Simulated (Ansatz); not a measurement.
**C4H7InO: up Jacob's ladder to CCSD(T)**

The task here is to estimate one member of a computed series from the others.

The runs use Ansatz 0.2.0, Gaussian basis; functionals in def2-TZVPP, the program's frozen cores in correlated methods.

Plan: LDA (SPW92), PBE-D4, revPBE-D4, BLYP-D4, r2SCAN-D4, B97M-V, PBE0-D4, B3LYP-D4, r2SCANh-D4, r2SCAN0-D4, HSE06-D4, BHLYP-D4, CAM-B3LYP-D4, LC-ωPBE, ωB97X-V, ωB97M-V, B2PLYP, PBE-QIDH; CCSD(T)/def2-SVP; CCSD(T)/def2-TZVPP; MP2/def2-QZVPP; extrapolation to the limit; RPA on PBE.

## The relaxed structure

All runs share one geometry, relaxed beforehand with PBE0-D4 in a triple-zeta def2 set. In takes the def2 core potential; no spin-orbit term is included.

SMILES `C=C=C[O][InH][CH3]`, 13 atoms, charge 0, spin multiplicity 1.

Atoms are counted from 1 here; the program's logs count them from 0.

Bond lengths: C1–C2 1.314 Å, C1–H7 1.091 Å, C1–H8 1.090 Å, C2–C3 1.322 Å, C3–O4 1.325 Å, C3–H9 1.091 Å, O4–In5 2.107 Å, In5–C6 2.131 Å, In5–H10 1.707 Å, C6–H11 1.090 Å, C6–H12 1.090 Å, C6–H13 1.091 Å. Angles: C2–C1–H7 122.1°, C2–C1–H8 122.0°, H7–C1–H8 115.9°, C1–C2–C3 170.8°, C2–C3–O4 122.1°, C2–C3–H9 120.7°, O4–C3–H9 117.2°, C3–O4–In5 103.5°, O4–In5–C6 108.8°, O4–In5–H10 110.0°, C6–In5–H10 139.6°, In5–C6–H11 108.4°, In5–C6–H12 111.1°, In5–C6–H13 110.1°, H11–C6–H12 109.6°, H11–C6–H13 108.9°, H12–C6–H13 108.6°.

The first run:

File in.yaml:

```yaml
crystal:
  periodic: [false, false, false]
  atoms:
    - {symbol: C, position_ang: [1.146698, -1.632309, -0.407977]}
    - {symbol: C, position_ang: [0.042532, -1.606758, 0.303276]}
    - {symbol: C, position_ang: [-1.125082, -1.420558, 0.894025]}
    - {symbol: O, position_ang: [-1.900284, -0.383588, 0.611859]}
    - {symbol: In, position_ang: [-0.769219, 0.706178, -0.792170]}
    - {symbol: C, position_ang: [0.382542, 2.170250, 0.243036]}
    - {symbol: H, position_ang: [2.072154, -1.174778, -0.056588]}
    - {symbol: H, position_ang: [1.209307, -2.161823, -1.359200]}
    - {symbol: H, position_ang: [-1.486588, -2.122487, 1.647055]}
    - {symbol: H, position_ang: [-1.305958, 0.355606, -2.374583]}
    - {symbol: H, position_ang: [0.620429, 1.783459, 1.233778]}
    - {symbol: H, position_ang: [1.304607, 2.394727, -0.293585]}
    - {symbol: H, position_ang: [-0.191157, 3.092072, 0.351074]}
basis:
  gaussian: {orbitals: def2-TZVPP}
hamiltonian: {xc: lda}
output: {orbitals: {seedname: orbitals}}
```

Launch:

```console
ansatz run in.yaml --threads 2 --pin off --events-out ev --progress --plain --max-ram 32768MiB --backend cuda --devices 0, --max-vram 18GiB
```

Among the steps run: LDA; PBE-D4 (GGA); revPBE-D4 (GGA); BLYP-D4 (GGA); r2SCAN-D4 (meta-GGA); B97M-V (meta-GGA); B3LYP-D4 (hybrid); r2SCANh-D4 (hybrid); r2SCAN0-D4 (hybrid); HSE06-D4 (hybrid); BHLYP-D4 (hybrid); CAM-B3LYP-D4 (range-separated); LC-ωPBE (range-separated); ωB97X-V (range-separated); ωB97M-V (range-separated); B2PLYP (double hybrid); PBE-QIDH (double hybrid).

One table of the session follows, with a row left open; its other results are not shown here.

It belongs to the step «Frontier levels by functional». 

| functional | HOMO (eV) | gap (eV) |
| --- | --- | --- |
| LDA (SPW92) | -5.03 | 3.02 |
| PBE-D4 | -4.87 | 3.12 |
| revPBE-D4 | -4.80 | 3.17 |
| BLYP-D4 | -4.75 | 3.10 |
| r2SCAN-D4 | -5.07 | 3.58 |
| B97M-V | -5.15 | 3.56 |
| PBE0-D4 | -6.07 | 5.17 |
| B3LYP-D4 | -5.87 | 4.71 |
| r2SCANh-D4 | ? | ? |
| r2SCAN0-D4 | -6.21 | 5.48 |
| HSE06-D4 | -5.67 | 4.41 |
| BHLYP-D4 | -7.18 | 7.00 |
| CAM-B3LYP-D4 | -7.39 | 7.33 |
| LC-ωPBE | -8.68 | 9.70 |
| ωB97X-V | -8.35 | 9.23 |
| ωB97M-V | -8.28 | 8.80 |

Estimate the missing values for r2SCANh-D4.

Worked estimate for «HOMO (eV)». Against the share of exact exchange, r2SCAN-D4 (0, -5.07), r2SCAN0-D4 (0.25, -6.21) give a slope of -4.56 per unit share; at 0.1 the line stands at -5.53.

**Answer.** HOMO (eV): -5.52; gap (eV): 4.35. In «HOMO (eV)» the line misses by -0.01.
